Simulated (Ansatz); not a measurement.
# CaPd3O4: the cost of one run

Computed with Ansatz 0.2.0 (DFT PBEsol, scalar-relativistic, plane waves, PAW, unless a step's input says otherwise).

**1. The system as given**

The structure is cubic, space group Pm-3n (No. 223). Conventional cell: a = 5.747 Å, b = 5.747 Å, c = 5.747 Å, α = 90.00°, β = 90.00°, γ = 90.00°. Ca (site symmetry m-3) has 8 O at 2.49 Å as nearest neighbours. Around Pd (site symmetry -4m2) lie 4 O at 2.03 Å. O (site symmetry 32) has 3 Pd at 2.03 Å and 2 Ca at 2.49 Å as nearest neighbours.

Structure file:

```
CELL_PARAMETERS angstrom
5.74700 0.00000 0.00000
0.00000 5.74700 0.00000
0.00000 0.00000 5.74700
ATOMIC_POSITIONS crystal
Ca 0.00000 0.00000 0.00000
Ca 0.50000 0.50000 0.50000
Pd 0.25000 0.00000 0.50000
Pd 0.50000 0.75000 0.00000
Pd 0.75000 0.00000 0.50000
Pd 0.50000 0.25000 0.00000
Pd 0.00000 0.50000 0.75000
Pd 0.00000 0.50000 0.25000
O 0.25000 0.25000 0.25000
O 0.25000 0.75000 0.75000
O 0.75000 0.75000 0.25000
O 0.75000 0.25000 0.75000
O 0.75000 0.75000 0.75000
O 0.75000 0.25000 0.25000
O 0.25000 0.25000 0.75000
O 0.25000 0.75000 0.25000
```

The structure comes from the Crystallography Open Database.

(A quick probe on a coarse mesh, which set the mesh and smearing, is not shown.)

**3. The relaxation**

input.yaml

```yaml
crystal:
  lattice:
    - [5.747, 0.0, 0.0]
    - [0.0, 5.747, 0.0]
    - [0.0, 0.0, 5.747]
  atoms:
    - { symbol: Ca, position: [0.0, 0.0, 0.0] }
    - { symbol: Ca, position: [0.5, 0.5, 0.5] }
    - { symbol: Pd, position: [0.25, 0.0, 0.5] }
    - { symbol: Pd, position: [0.5, 0.75, 0.0] }
    - { symbol: Pd, position: [0.75, 0.0, 0.5] }
    - { symbol: Pd, position: [0.5, 0.25, 0.0] }
    - { symbol: Pd, position: [0.0, 0.5, 0.75] }
    - { symbol: Pd, position: [0.0, 0.5, 0.25] }
    - { symbol: O, position: [0.25, 0.25, 0.25] }
    - { symbol: O, position: [0.25, 0.75, 0.75] }
    - { symbol: O, position: [0.75, 0.75, 0.25] }
    - { symbol: O, position: [0.75, 0.25, 0.75] }
    - { symbol: O, position: [0.75, 0.75, 0.75] }
    - { symbol: O, position: [0.75, 0.25, 0.25] }
    - { symbol: O, position: [0.25, 0.25, 0.75] }
    - { symbol: O, position: [0.25, 0.75, 0.25] }
basis:
  ecutwfc: 420
kpoints:
  mp_grid: { grid: [6, 6, 6] }
hamiltonian:
  xc: pbesol
scf:
  occupations: { method: gaussian, width: 0.1 }
output:
  forces: true
  stress: true
  eigenvalues: true
relax:
  adjacent_minimum: "off"
  f_tol: 0.005
  max_steps: 80
  cell: { stress_tol: 0.05 }
```

Started as:

```console
ansatz run input.yaml --threads 4 --pin off --max-ram 10240MiB --backend cpu --events-out ev --progress --plain --runs-dir out
```

**Question.** How long does this run take on 4 threads of AMD EPYC (Zen 3), shared host, and how much memory does it need?

About 62 s, with a peak of 0.92 GiB.
